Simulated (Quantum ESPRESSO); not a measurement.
Set up this calculation in Quantum ESPRESSO 7.5, as the native input.

| Quantity | Value |
| --- | --- |
| Task | band structure |
| Functional | PBEsol |
| Potentials or basis | GBRV 1.5 PBEsol |
| Cutoff | 612 eV |
| Density cutoff | 4898 eV |
| k mesh | 7 × 7 × 7 |
| Occupations | fermi-dirac, width 0.05 eV |
| Spin | no spin polarisation |
| Mixing beta | 0.5 |
| Most SCF iterations | 120 |
| SCF threshold | 1e-09 Ry |

BaTiO3:

```xyz
5
Lattice="4.0060 0.0000 0.0000 0.0000 4.0060 0.0000 0.0000 0.0000 4.0060" Properties=species:S:1:pos:R:3 pbc="T T T"
Ba    2.0030    2.0030    2.0030
Ti    0.0000    0.0000    0.0000
O     0.0000    0.0000    2.0030
O     0.0000    2.0030    0.0000
O     2.0030    0.0000    0.0000
```

One way to write it, as run:

pw.in

```
&CONTROL
  calculation = 'scf'
  prefix = 'pwscf'
  outdir = './tmp'
  pseudo_dir = './pseudo'
  tprnfor = .true.
  tstress = .true.
  disk_io = 'low'
/
&SYSTEM
  ibrav = 0
  nat = 5
  ntyp = 3
  ecutwfc = 45
  ecutrho = 360
  nbnd = 28
  occupations = 'smearing'
  smearing = 'fd'
  degauss = 0.00367493
/
&ELECTRONS
  conv_thr = 1d-09
  electron_maxstep = 120
  mixing_beta = 0.5
/
ATOMIC_SPECIES
Ba   137.3270 ba_pbesol_v1.uspp.F.UPF
Ti    47.8670 ti_pbesol_v1.4.uspp.F.UPF
O     15.9990 o_pbesol_v1.2.uspp.F.UPF
CELL_PARAMETERS angstrom
   4.0060000000    0.0000000000    0.0000000000
   0.0000000000    4.0060000000    0.0000000000
   0.0000000000    0.0000000000    4.0060000000
ATOMIC_POSITIONS crystal
Ba     0.5000000000    0.5000000000    0.5000000000
Ti     0.0000000000    0.0000000000    0.0000000000
O      0.0000000000    0.0000000000    0.5000000000
O      0.0000000000    0.5000000000    0.0000000000
O      0.5000000000    0.0000000000    0.0000000000
K_POINTS automatic
7 7 7 0 0 0
```

bands.in

```
&CONTROL
  calculation = 'bands'
  prefix = 'pwscf'
  outdir = './tmp'
  pseudo_dir = './pseudo'
  disk_io = 'low'
  verbosity = 'high'
/
&SYSTEM
  ibrav = 0
  nat = 5
  ntyp = 3
  ecutwfc = 45
  ecutrho = 360
  nbnd = 28
  occupations = 'smearing'
  smearing = 'fd'
  degauss = 0.00367493
/
&ELECTRONS
  conv_thr = 1d-08
  electron_maxstep = 120
  mixing_beta = 0.5
  diago_full_acc = .true.
  startingwfc = 'random'
/
ATOMIC_SPECIES
Ba   137.3270 ba_pbesol_v1.uspp.F.UPF
Ti    47.8670 ti_pbesol_v1.4.uspp.F.UPF
O     15.9990 o_pbesol_v1.2.uspp.F.UPF
CELL_PARAMETERS angstrom
   4.0060000000    0.0000000000    0.0000000000
   0.0000000000    4.0060000000    0.0000000000
   0.0000000000    0.0000000000    4.0060000000
ATOMIC_POSITIONS crystal
Ba     0.5000000000    0.5000000000    0.5000000000
Ti     0.0000000000    0.0000000000    0.0000000000
O      0.0000000000    0.0000000000    0.5000000000
O      0.0000000000    0.5000000000    0.0000000000
O      0.5000000000    0.0000000000    0.0000000000
K_POINTS crystal
60
 0.0000000000  0.0000000000  0.0000000000 1
 0.0000000000  0.0714285714  0.0000000000 1
 0.0000000000  0.1428571429  0.0000000000 1
 0.0000000000  0.2142857143  0.0000000000 1
 0.0000000000  0.2857142857  0.0000000000 1
 0.0000000000  0.3571428571  0.0000000000 1
 0.0000000000  0.4285714286  0.0000000000 1
 0.0000000000  0.5000000000  0.0000000000 1
 0.0714285714  0.5000000000  0.0000000000 1
 0.1428571429  0.5000000000  0.0000000000 1
 0.2142857143  0.5000000000  0.0000000000 1
 0.2857142857  0.5000000000  0.0000000000 1
 0.3571428571  0.5000000000  0.0000000000 1
 0.4285714286  0.5000000000  0.0000000000 1
 0.5000000000  0.5000000000  0.0000000000 1
 0.4545454545  0.4545454545  0.0000000000 1
 0.4090909091  0.4090909091  0.0000000000 1
 0.3636363636  0.3636363636  0.0000000000 1
 0.3181818182  0.3181818182  0.0000000000 1
 0.2727272727  0.2727272727  0.0000000000 1
 0.2272727273  0.2272727273  0.0000000000 1
 0.1818181818  0.1818181818  0.0000000000 1
 0.1363636364  0.1363636364  0.0000000000 1
 0.0909090909  0.0909090909  0.0000000000 1
 0.0454545455  0.0454545455  0.0000000000 1
 0.0000000000  0.0000000000  0.0000000000 1
 0.0357142857  0.0357142857  0.0357142857 1
 0.0714285714  0.0714285714  0.0714285714 1
 0.1071428571  0.1071428571  0.1071428571 1
 0.1428571429  0.1428571429  0.1428571429 1
 0.1785714286  0.1785714286  0.1785714286 1
 0.2142857143  0.2142857143  0.2142857143 1
 0.2500000000  0.2500000000  0.2500000000 1
 0.2857142857  0.2857142857  0.2857142857 1
 0.3214285714  0.3214285714  0.3214285714 1
 0.3571428571  0.3571428571  0.3571428571 1
 0.3928571429  0.3928571429  0.3928571429 1
 0.4285714286  0.4285714286  0.4285714286 1
 0.4642857143  0.4642857143  0.4642857143 1
 0.5000000000  0.5000000000  0.5000000000 1
 0.4545454545  0.5000000000  0.4545454545 1
 0.4090909091  0.5000000000  0.4090909091 1
 0.3636363636  0.5000000000  0.3636363636 1
 0.3181818182  0.5000000000  0.3181818182 1
 0.2727272727  0.5000000000  0.2727272727 1
 0.2272727273  0.5000000000  0.2272727273 1
 0.1818181818  0.5000000000  0.1818181818 1
 0.1363636364  0.5000000000  0.1363636364 1
 0.0909090909  0.5000000000  0.0909090909 1
 0.0454545455  0.5000000000  0.0454545455 1
 0.0000000000  0.5000000000  0.0000000000 1
 0.5000000000  0.5000000000  0.0000000000 1
 0.5000000000  0.5000000000  0.0625000000 1
 0.5000000000  0.5000000000  0.1250000000 1
 0.5000000000  0.5000000000  0.1875000000 1
 0.5000000000  0.5000000000  0.2500000000 1
 0.5000000000  0.5000000000  0.3125000000 1
 0.5000000000  0.5000000000  0.3750000000 1
 0.5000000000  0.5000000000  0.4375000000 1
 0.5000000000  0.5000000000  0.5000000000 1
```

Potentials or basis: GBRV 1.5 PBEsol.

Command:

```sh
$ OMP_NUM_THREADS=1 mpirun -n 2 pw.x -nk 2 -in pw.in > pw.out
$ OMP_NUM_THREADS=1 mpirun -n 2 pw.x -nk 2 -in bands.in > bands.out
```

Results of the run:

```json
{
  "Pressure": "-3.6 GPa",
  "Band gap on the k mesh": "1.81 eV, indirect (least direct gap 1.87 eV)",
  "Band gap along the path": "1.75 eV, indirect (least direct gap 1.87 eV)"
}
```

Caveat: some levels on the path didn't converge; spin-orbit coupling is left out, which moves the levels of the heavy elements.

Wall time 34 s on 2 MPI ranks on Intel(R) Xeon(R) 6975P-C (Granite Rapids) (shared host), peak memory 0.46 GiB a rank.
